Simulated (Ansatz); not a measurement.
Crystal: Ba2Tl5V3O12.

```
CELL_PARAMETERS angstrom
8.15421 0.00000 0.00000
-4.07711 7.06176 0.00000
0.00000 0.00000 6.92128
ATOMIC_POSITIONS crystal
Ba 0.00000 0.00000 0.23552
Ba 0.00000 0.00000 0.76448
V 0.50000 0.00000 0.00000
V 0.00000 0.50000 0.00000
V 0.50000 0.50000 0.00000
Tl 0.50000 0.00000 0.50000
Tl 0.00000 0.50000 0.50000
Tl 0.50000 0.50000 0.50000
Tl 0.33333 0.66667 0.22489
Tl 0.66667 0.33333 0.77511
O 0.33890 0.34334 0.81444
O 0.65666 0.99556 0.81444
O 0.00444 0.66110 0.81444
O 0.34334 0.33890 0.18556
O 0.99556 0.65666 0.18556
O 0.66110 0.00444 0.18556
O 0.66110 0.65666 0.18556
O 0.34334 0.00444 0.18556
O 0.99556 0.33890 0.18556
O 0.65666 0.66110 0.81444
O 0.00444 0.34334 0.81444
O 0.33890 0.99556 0.81444
```

The cell was built by a generator and needn't be a form met in nature.

Base run:

* Program: Ansatz 0.2.0
* Functional: revPBE
* Potentials or basis: all-electron LAPW, scalar-relativistic
* Cutoff: 422 eV
* Density cutoff: 1686 eV
* Basis error allowed: 0.003 eV/atom
* k mesh: 3 × 3 × 3
* Occupations: fermi-dirac, width 0.05 eV
* Spin: collinear spin, ferromagnetic start
* Starting moments: [0.0, 0.0, 2.0, 2.0, 2.0, 0.0, 0.0, 0.0, 0.0, 0.0, 0.0, 0.0, 0.0, 0.0, 0.0, 0.0, 0.0, 0.0, 0.0, 0.0, 0.0, 0.0] μB

Its results: band gap on the k mesh none (metal or under the smearing width); pressure 2.3 GPa; net moment 0.00 μB per cell; largest force 0.105 eV/Å.

Problem. After a change of settings the same cell gave: band gap on the k mesh none (metal or under the smearing width); pressure 0.1 GPa; net moment 0.00 μB per cell; largest force 0.019 eV/Å. Which change was it?
A. functional from revPBE to PBEsol
B. functional from revPBE to PBE
C. functional from revPBE to PBE; hubbard terms from none to V d U = 3 eV

Solution. B.

PBE binds more tightly than revPBE, so the same cell stands under less pressure.

Caveats: the k mesh is thin for a metal, which can move the energy by tens of meV per atom; semilocal functionals often make such compounds metallic where correlation or magnetic order opens a gap, which also shifts bond lengths.

Not every run made on this cell is shown here.
